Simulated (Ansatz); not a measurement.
# C3H8B radical: basis-set convergence

One table from this session's results is given with a row withheld; the runs are named, their logs left out.

Computed with Ansatz 0.2.0, Gaussian basis. Level: one geometry, several basis sets.

Plan: PBE0-D4/def2-SVP; ωB97M-V/def2-SVP; PBE0-D4/def2-QZVPP; ωB97M-V/def2-QZVPP; CCSD(T)/cc-pV(D+d)Z; CCSD(T)/cc-pV(T+d)Z; MP2/cc-pV(Q+d)Z; the functionals' def2-TZVPP values are taken from earlier runs.

**Structure used throughout**

All runs share one geometry, relaxed beforehand with PBE0-D4 in a triple-zeta def2 set.

SMILES `C[B]CC`, 12 atoms, charge 0, spin multiplicity 2.

Atoms are counted from 1 here; the program's logs count them from 0.

Bond lengths: C1–B2 1.545 Å, C1–H5 1.102 Å, C1–H6 1.091 Å, C1–H7 1.098 Å, B2–C3 1.550 Å, C3–C4 1.530 Å, C3–H8 1.097 Å, C3–H9 1.102 Å, C4–H10 1.093 Å, C4–H11 1.093 Å, C4–H12 1.093 Å. Angles: B2–C1–H5 105.1°, B2–C1–H6 115.2°, B2–C1–H7 113.7°, H5–C1–H6 106.5°, H5–C1–H7 106.0°, H6–C1–H7 109.5°, C1–B2–C3 130.3°, B2–C3–C4 117.5°, B2–C3–H8 109.3°, B2–C3–H9 104.7°, C4–C3–H8 110.9°, C4–C3–H9 110.3°, H8–C3–H9 103.1°, C3–C4–H10 111.4°, C3–C4–H11 111.2°, C3–C4–H12 111.7°, H10–C4–H11 107.3°, H10–C4–H12 107.6° and more.

Set-up of the first run:

in.yaml

```yaml
crystal:
  periodic: [false, false, false]
  atoms:
    - {symbol: C, position_ang: [0.165040, 1.760091, 0.580947]}
    - {symbol: B, position_ang: [-0.941081, 0.791901, 0.106881]}
    - {symbol: C, position_ang: [-0.861770, -0.704935, -0.285948]}
    - {symbol: C, position_ang: [0.527060, -1.341008, -0.372633]}
    - {symbol: H, position_ang: [0.637117, 2.132058, -0.342570]}
    - {symbol: H, position_ang: [-0.187746, 2.638261, 1.123639]}
    - {symbol: H, position_ang: [0.963575, 1.272033, 1.154280]}
    - {symbol: H, position_ang: [-1.424536, -0.866182, -1.214005]}
    - {symbol: H, position_ang: [-1.472934, -1.224713, 0.469804]}
    - {symbol: H, position_ang: [1.066358, -1.249910, 0.573283]}
    - {symbol: H, position_ang: [1.135703, -0.858239, -1.141226]}
    - {symbol: H, position_ang: [0.470217, -2.404557, -0.618554]}
basis:
  gaussian: {orbitals: def2-SVP}
magnetization: {spin_polarized: true, initial_magnetization: 1}
hamiltonian: {xc: pbe0, dispersion: d4}
output: {orbitals: {seedname: orbitals}}
```

Launch:

```console
$ ansatz run in.yaml --threads 2 --pin off --events-out ev --progress --plain --max-ram 32768MiB --backend cpu
```

Among the steps run: PBE0-D4 in def2-SVP; ωB97M-V in def2-SVP; PBE0-D4 in def2-QZVPP; ωB97M-V in def2-QZVPP.

One table of the session follows, with a row left open; its other results are not shown here.

| functional | basis | HOMO (eV) |
| --- | --- | --- |
| PBE0-D4 | def2-SVP | -4.82 |
| PBE0-D4 | def2-TZVPP | -4.89 |
| PBE0-D4 | def2-QZVPP | -4.90 |
| ωB97M-V | def2-SVP | ? |
| ωB97M-V | def2-TZVPP | -6.75 |
| ωB97M-V | def2-QZVPP | -6.76 |

Estimate the missing values for ωB97M-V, def2-SVP.

The run gave: HOMO (eV): -6.64. In the column «HOMO (eV)» it lies between ωB97M-V, def2-TZVPP (-6.75) and PBE0-D4, def2-QZVPP (-4.90).
